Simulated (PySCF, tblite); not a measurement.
**C₅H₇FO: geometry, infrared bands and NMR shifts**

Aim: predict the infrared bands and NMR shifts of C₅H₇FO (`C=C(F)C(=O)CC`).

The runs use tblite 0.8.0 and PySCF 2.14.0, with density-fitted response routines of our own; the level of theory stands in each step. All values are computed, except where a source is named. Atoms count from 0, in the outputs and in this text.

## 1. Starting geometry

14 atoms, charge 0, multiplicity 1; geometry from: force field or distance geometry start.

Bonds of the start (Å): C0–C1 1.32, C1–F2 1.36, C1–C3 1.49, C3–O4 1.22, C3–C5 1.51, C5–C6 1.52, C0–H7 1.08, C0–H8 1.09, C5–H9 1.10, C5–H10 1.09, C6–H11 1.10, C6–H12 1.08, C6–H13 1.10.

## 2. Relaxing the molecule with GFN2-xTB

What the job is given:

```
{"job": {"kind": "relax", "xc": "GFN2-xTB", "basis": "xTB"}, "charge": 0, "multiplicity": 1}
C     -2.757900    -0.145100     0.099400
C     -1.540600     0.218800     0.463600
F     -1.338700     0.986700     1.563400
C     -0.302200    -0.192500    -0.262200
O     -0.366800    -0.910000    -1.249700
C      1.005000     0.302500     0.317200
C      2.212600    -0.162700    -0.485600
H     -2.925300    -0.761800    -0.767900
H     -3.623800     0.184900     0.667900
H      1.095600    -0.059100     1.354500
H      0.984400     1.396500     0.327800
H      2.264300    -1.262400    -0.501400
H      2.151300     0.188700    -1.506800
H      3.141500     0.214900    -0.042200
```

The run is started by

```bash
OMP_NUM_THREADS=1 python probes_run.py task.json out
```

This one command runs all jobs of the session in turn.

**Question.** This job is followed by: GFN2-xTB harmonic vibrations, gas phase; GIAO PBE0/pcSseg-1 NMR shielding, non-relativistic, gas phase. What will the session give for the following? strongest single infrared mode (GFN2-xTB); zero-point energy (GFN2-xTB); ¹³C shifts against TMS (PBE0/pcSseg-1); ¹H shifts against TMS (PBE0/pcSseg-1, means over atoms taken as alike); ¹⁹F shifts against CFCl3 (PBE0/pcSseg-1); ¹⁷O shifts against H2O (PBE0/pcSseg-1).

As calculated:

| quantity | value |
| --- | --- |
| strongest single infrared mode (GFN2-xTB) | 1746 cm⁻¹, 173 km/mol |
| zero-point energy (GFN2-xTB) | 67.4 kcal/mol |
| ¹³C shifts against TMS (PBE0/pcSseg-1) | 201.1, 171.2, 106.9, 36.7, 8.8 ppm |
| ¹H shifts against TMS (PBE0/pcSseg-1, means over atoms taken as alike) | 6.04, 5.30, 2.68, 1.16 ppm |
| ¹⁹F shifts against CFCl3 (PBE0/pcSseg-1) | -124.8 ppm |
| ¹⁷O shifts against H2O (PBE0/pcSseg-1) | 631.9 ppm |

**Reading.** Over 17 steps the energy fell by 0.035 eV; of the close pairs, C3–O4 changed most, 1.222 to 1.208 Å. All 36 modes are real, so the xTB geometry is a minimum. The strongest single mode, at 1746 cm⁻¹, moves mainly C3 and O4. GFN2-xTB is a fitted tight-binding method: band positions and strengths are rough. Its intensities can rank the bands wrongly. C3 (ketone carbonyl carbon) lies farthest downfield among carbon, at 201.1 ppm; low-lying n→π* states of the double bond to the heteroatom give a large paramagnetic term (-266 ppm). At PBE0/pcSseg-1: Shielding is most anisotropic at O4 (span 1261 ppm, paramagnetic term -698 ppm).
